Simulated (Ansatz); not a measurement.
# B (hcp type): a single-point run

The task is a single-point run on B (hcp type). The structure is shown as the input types it.

Computed with Ansatz 0.2.0 (DFT, LDA, norm-conserving pseudopotentials, Ansatz's default files, scalar-relativistic, unless a step's input says otherwise).

## 1. The starting structure

The structure is monoclinic, space group C2/m (No. 12). The conventional cell has a = 3.638 Å, b = 2.100 Å, c = 3.403 Å, α = 90.00°, β = 90.00°, γ = 90.00°. Around B (site symmetry m) lie 1 B at 1.46 Å.

Structure file:

```
B
1.0
     2.10039    0.00000    0.00000
    -1.05019    1.81899    0.00000
     0.00000    0.00000    3.40263
B
2
Direct
  0.23333 0.61667 0.17500
  0.76667 0.38333 0.82500
```

## 2. Input and run

Contents of input.yaml:

```yaml
crystal:
  lattice:
    - [2.1003865828, 0.0, 0.0]
    - [-1.0501932914, 1.8189881384, 0.0]
    - [0.0, 0.0, 3.4026262641]
  atoms:
    - { symbol: B, position: [0.2333333333, 0.6166666667, 0.175] }
    - { symbol: B, position: [0.7666666667, 0.3833333333, 0.825] }
kpoints:
  mp_grid: { grid: [16, 16, 9] }
scf:
  occupations: { method: fermi_dirac, width: 0.3 }
  n_extra_bands: 0
  max_iter: 60
hamiltonian:
  xc: lda
  pseudopotentials: { kind: nc }
output:
  forces: true
  stress: true
  eigenvalues: true
  populations: true
```

Started as:

```console
$ ansatz run input.yaml --threads 1 --pin off --max-ram 2048MiB --backend cpu --events-out ev --progress --plain --runs-dir out
```

Q: Will this input give a usable result? If not, why, and what should change?

Nothing was computed: the input was turned down at the start. It says: «inconsistent input (scf.n_extra_bands, scf.occupations.method): n_bands = 3 leaves no empty band above the 3 bands per channel that the deck's 6 electrons occupy ...»

The suspect setting: scf.occupations.width is 0.3; scf.n_extra_bands is 0. Too few bands are solved: occupations with a smearing or a moment need empty bands above the filled ones.

Fix: delete scf.n_extra_bands (the default then holds) and set scf.occupations.width to 0.05.
